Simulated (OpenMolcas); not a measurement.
# Tc⁵⁺ among point charges: CASSCF and CASPT2 levels and susceptibility

How does a field of 6 point charges split the states of Tc⁵⁺, and what χT follows?

Method: state-averaged CASSCF and CASPT2, spin-orbit coupling by RASSI with atomic mean-field integrals. Code: OpenMolcas 26.06.

## Step 1: Starting point

- Species: Tc⁵⁺ (technetium, Z = 43, 38 electrons)
- Basis: ANO-RCC-VTZP [7s6p4d2f1g], 68 functions
- Scalar Hamiltonian: DKH2, point nucleus
- Inactive shells: 1s 2s 2p 3s 3p 3d 4s 4p
- Active space: 2 electrons in 5 orbitals (4d)
- Some configurations of this space: 4d²
- Orbitals: optimised for each spin and parity, averaged over all roots

Outer shells as boxes (Hund's rule):

4d2
```
4d [↑ ][↑ ][  ][  ][  ]
```

The ion sits among 6 point charges of -1.7 e arranged as an octahedron (Oh), 2.28 Å from the ion.

Each step is its own input file, run in one work folder so that later steps find the files of earlier ones. Labels, J, g values, rates, χT and fits are worked out afterwards by a script from the matrices that RASSI stores. The input lists half of the charges; inversion (Group=XYZ) makes the rest.

## Step 2: Basis and integrals

File a.inp:

```
&GATEWAY
Coord
1

Tc 0.0 0.0 0.0
Basis=ANO-RCC-VTZP
Group=XYZ
NoMove
AngMom=0.0 0.0 0.0
AMFI
XField
3 Angstrom 0
2.280000 0.000000 0.000000 -1.700000
0.000000 2.280000 0.000000 -1.700000
0.000000 0.000000 2.280000 -1.700000
&SEWARD
```

Started as:

```sh
$ OMP_NUM_THREADS=1 MOLCAS_MEM=1689 MOLCAS_PROJECT=a pymolcas a.inp > a.log
```

## Step 3: CASSCF: triplets of even parity, 10 roots

File a.inp:

```
&RASSCF
FileOrb=start.orb
Symmetry=1
Spin=3
nActEl=2 0 0
Inactive=9 9
Ras2=5 0
CIRoot=10 10 1
SDav=10
CIMx=300
Iter=120 100
PrWF=0.3
OrbListing=Nothing
MaxOrb=0
>>> COPY $Project.JobIph JOB001
```

start.orb holds the contracted functions of the basis, ordered by shell, or the orbitals of the step before.

## Step 4: CASSCF: singlets of even parity, 15 roots

File a.inp:

```
&RASSCF
FileOrb=start.orb
Symmetry=1
Spin=1
nActEl=2 0 0
Inactive=9 9
Ras2=5 0
CIRoot=15 15 1
SDav=15
CIMx=300
Iter=120 100
PrWF=0.3
OrbListing=Nothing
MaxOrb=0
>>> COPY $Project.JobIph JOB002
```

## Step 5: State interaction with spin-orbit coupling

File a.inp:

```
&RASSI
NrOfJobIphs=2 10 15
1 2 3 4 5 6 7 8 9 10
1 2 3 4 5 6 7 8 9 10 11 12 13 14 15
IphNames
JOB001
JOB002
EJob
SpinOrbit
DIPRint=1.0
SOCoupling=1000.0
Subsets=2
Property=9
'ANGMOM' 1 'ANGMOM' 2 'ANGMOM' 3 'MLTPL  1' 1 'MLTPL  1' 2 'MLTPL  1' 3
'AMFI' 1 'AMFI' 2 'AMFI' 3
SOProperty=3
'ANGMOM' 1 'ANGMOM' 2 'ANGMOM' 3
```

## Step 6: CASPT2: IPEA 0.25, imaginary shift 0.1 (closed shells correlated: 4s 4p)

File a.inp:

```
>>> COPY JOB001 $Project.JobIph
&CASPT2
Multistate=10 1 2 3 4 5 6 7 8 9 10
NoMult
Frozen=8 6
IPEA=0.25
Imaginary=0.1
MaxIter=60
WThr=0.0 0.3 0.05
PrWF=0.5
NoMix
>>> COPY JOB002 $Project.JobIph
&CASPT2
Multistate=15 1 2 3 4 5 6 7 8 9 10 11 12 13 14 15
NoMult
Frozen=8 6
IPEA=0.25
Imaginary=0.1
MaxIter=60
WThr=0.0 0.3 0.05
PrWF=0.5
NoMix
```

(Steps that only read results are left out.)

**Question.** What will these runs give? Wanted: spin-free ground state; first state of the same spin within the active space; lowest level; next level.

The runs gave:

| quantity | value |
| --- | --- |
| method | SS-CASPT2, IPEA 0.25, imaginary shift 0.1 (closed shells correlated: 4s 4p) |
| spin-free ground state | 3T1, 3-fold in its orbital part |
| first state of the same spin within the active space | 3T2 at 3000 cm⁻¹ |
| lowest level | 2-fold E, g = 0.00, 0.00, 0.00 |
| next level | 455.8 cm⁻¹ |
| χT at 300 K | 0.15 cm³ K/mol |
| effective moment at 300 K | 1.09 μB |

Cost by method:

```csv
method,time of its own steps,time with the reference
A. CASSCF,4.6 s,4.6 s
"B. SS-CASPT2, IPEA 0.25, imaginary shift 0.1, +4s 4p",2.7 s,7.3 s
```

Times are of one thread on a shared host.

The spin-free ground state (3T1) comes to 99 % from free-ion F terms and keeps the highest spin of the shell. χT at 300 K is 0.15, against 1.00 cm³ K/mol for the spin alone, so spin-orbit coupling lowers it. A ligand-field fit to the states below 45000 cm-1 gives 10Dq = 3930 cm-1, B = 791 cm-1 and C = 3239 cm-1 (C/B = 4.09), with a deviation of 217 cm-1. CASPT2 does not keep the components of a term degenerate, and the means are used. The field of point charges can differ much from that of real complexes. Point charges carry no covalency, so the field is a model and not that of real ligands.
